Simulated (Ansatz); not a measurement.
# C2H5BS2: the cost of one run

All numbers are computed with the Python package of Ansatz 0.2.0. Level of theory: PBE0+D3(BJ)/6-31G*.

## 1. The system

Bond lengths: B1–S2 1.862 Å, S2–C3 1.818 Å, C3–C4 1.532 Å, B1–S5 1.869 Å, C4–S5 1.831 Å, B1–H6 1.181 Å, C3–H7 1.113 Å, C3–H8 1.110 Å, C4–H9 1.111 Å, C4–H10 1.110 Å. Angles (14 of 17 angles, heavy atoms first): B1–S2–C3 87.0°, S2–B1–S5 112.6°, S2–C3–C4 109.9°, C3–C4–S5 112.2°, B1–S5–C4 92.0°, S2–B1–H6 115.9°, S5–B1–H6 116.6°, S2–C3–H7 109.8°, S2–C3–H8 109.3°, C4–C3–H7 110.1°, C4–C3–H8 109.7°, C3–C4–H9 109.1°, C3–C4–H10 109.8°, S5–C4–H9 108.0°.

The script holds or builds the structure itself.

## 2. The code

c2h5bs2_bde.py reads:

```python
import ansatz as az


def energy(molecule, charge=0, unpaired=0):
    calc = molecule.calculation().basis(gaussian="6-31G*").functional("pbe0", dispersion="d3bj")
    if charge:
        calc = calc.charge(charge)
    if unpaired:
        calc = calc.spin("collinear", total=unpaired)
    return calc.run(threads=1, backend="cpu").report["free_energy_ev"]

def without(molecule, index):
    rest = az.Crystal.molecule()
    for i, site in enumerate(molecule.cartesian_sites):
        if i != index:
            rest = rest.atom(site.symbol, site.position_ang)
    return rest


def main() -> None:
    mol = (
        az.Crystal.molecule()
        .atom("B", (1.7951, 0.1714, -0.2074))
        .atom("S", (0.7891, -0.8153, -1.425))
        .atom("C", (-0.5739, -0.7287, -0.2249))
        .atom("C", (-0.771, 0.7192, 0.2358))
        .atom("S", (0.8194, 1.5625, 0.5712))
        .atom("H", (2.4929, -0.4532, 0.5124))
        .atom("H", (-0.3486, -1.3804, 0.6483))
        .atom("H", (-1.5054, -1.101, -0.701))
        .atom("H", (-1.2989, 1.2852, -0.5609))
        .atom("H", (-1.3987, 0.7403, 1.1514))
    )

    whole = energy(mol, 0)
    hydrogen = energy(az.Crystal.molecule().atom("H", (0, 0, 0)), 0, 1)
    print(f"E(molecule) = {whole:.5f} eV, E(H) = {hydrogen:.5f} eV")
    for index in [5, 9]:
        radical = energy(without(mol, index), 0, 1)
        print(f"H{index}: homolysis {23.060548 * (radical + hydrogen - whole):.1f} kcal/mol")


if __name__ == "__main__":
    main()
```

## 3. The calls as engine input

The package turns the script's settings into the engine's input (first run):

```yaml
crystal:
  periodic: [false, false, false]
  atoms:
    - { symbol: B, position_ang: [1.7951, 0.1714, -0.2074] }
    - { symbol: S, position_ang: [0.7891, -0.8153, -1.425] }
    - { symbol: C, position_ang: [-0.5739, -0.7287, -0.2249] }
    - { symbol: C, position_ang: [-0.771, 0.7192, 0.2358] }
    - { symbol: S, position_ang: [0.8194, 1.5625, 0.5712] }
    - { symbol: H, position_ang: [2.4929, -0.4532, 0.5124] }
    - { symbol: H, position_ang: [-0.3486, -1.3804, 0.6483] }
    - { symbol: H, position_ang: [-1.5054, -1.101, -0.701] }
    - { symbol: H, position_ang: [-1.2989, 1.2852, -0.5609] }
    - { symbol: H, position_ang: [-1.3987, 0.7403, 1.1514] }
basis:
  gaussian:
    orbitals: "6-31G*"
hamiltonian:
  xc: pbe0
  dispersion: d3bj
```

## 4. Launch

On the command line:

```console
$ python c2h5bs2_bde.py
```

What time and memory should one allow on 1 thread of Arm Neoverse V2, shared host?

About 17 s, with a peak of 0.31 GiB.
